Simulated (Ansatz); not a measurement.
**SiGeHCl+ (doublet): from Hartree-Fock to the top rungs, cc-pVDZ**

How much of the correlation energy of SiGeHCl+ (doublet) does each wave-function method recover here?

Program: Ansatz 0.2.0, Gaussian basis. Level of theory: cc-pVDZ, core rule «outside noble gas», up to 24 orbitals frozen. These are calculated values, not measurements.

The runs, in order: UHF; CCSD(T) on ROHF; CCSD(T) on UHF; BCCD(T) on ROHF; CISD; CCSDT(Q) on ROHF; CCSDT(Q) on UHF.

11 further runs of the same task are left out: 5 that didn't finish, 6 set aside as unsound or not needed.

### Step 1. The geometry

The geometry is a PBE0/def2-TZVP stationary point (not a proven minimum) of the parent state, kept for this charge and spin. No spin-orbit coupling is included. The filled d shell of Ge may be among the frozen orbitals whatever the setting's name suggests; the logs give the count.

4 atoms, charge 1, spin multiplicity 2.

Atoms are counted from 1 here; the program's logs count them from 0.

Bond lengths: Cl1–Si2 2.069 Å, Si2–Ge3 2.371 Å, Ge3–H4 1.588 Å. Angles: Cl1–Si2–Ge3 112.3°, Si2–Ge3–H4 91.8°.

Geometry (Å):

```
Cl    0.0000   -0.3823    2.3118
Si    0.0000    0.9317    0.7142
Ge    0.0000   -0.1901   -1.3743
H     0.0000    1.1853   -2.1686
```

### Step 2. UHF

File in.yaml:

```yaml
crystal:
  periodic: [false, false, false]
  atoms:
    - {symbol: Cl, position_ang: [0.000000, -0.382311, 2.311758]}
    - {symbol: Si, position_ang: [0.000000, 0.931704, 0.714235]}
    - {symbol: Ge, position_ang: [0.000000, -0.190088, -1.374347]}
    - {symbol: H, position_ang: [0.000000, 1.185259, -2.168645]}
basis:
  gaussian: {orbitals: cc-pVDZ}
total_charge: 1
magnetization: {spin_polarized: true, initial_magnetization: 1}
hamiltonian: {xc: hf}
output: {orbitals: {seedname: orbitals}}
```

On the command line:

```bash
ansatz run in.yaml --threads 1 --pin off --events-out ev --progress --plain --max-ram 4096MiB --backend cpu
```

After this run come: CCSD(T) on ROHF; CCSD(T) on UHF; BCCD(T) on ROHF; CISD; CCSDT(Q) on ROHF; CCSDT(Q) on UHF.

**Question.** What will the summary of the whole plan be? Wanted: UCCSDT(Q) from the RHF energy; RMP2 from UCCSDT(Q); UMP2 from UCCSDT(Q); RCCSD from UCCSDT(Q); RCCSD(T) from UCCSDT(Q); UCCSD(T) from UCCSDT(Q); RCCSDT(Q) from UCCSDT(Q); T1 diagnostic.

**Answer**, as computed:

```
                         quantity                      value
    UCCSDT(Q) from the ROHF energy                 -8.9271 eV
              RMP2 from UCCSDT(Q)                +1564.4 meV
              UMP2 from UCCSDT(Q)                +1579.7 meV
             RCCSD from UCCSDT(Q)                 +487.6 meV
          RCCSD(T) from UCCSDT(Q)                  +99.3 meV
          UCCSD(T) from UCCSDT(Q)                  +99.2 meV
         RCCSDT(Q) from UCCSDT(Q)                   +6.7 meV
levels within 1 kcal/mol (43 meV)  RCCSDT, UCCSDT, RCCSDT(Q)
                    T1 diagnostic                      0.027
```

In words: RCCSD(T) misses by +99.3 meV, 1.1 % of the correlation energy. Coupled cluster took another determinant than the lowest Hartree-Fock one. These misses are within one basis, not against nature; the frozen cores of restricted and unrestricted runs differ, which can shift their rows.

With open shells the CI space here admits some triples and quadruples, so it is larger than plain CISD.
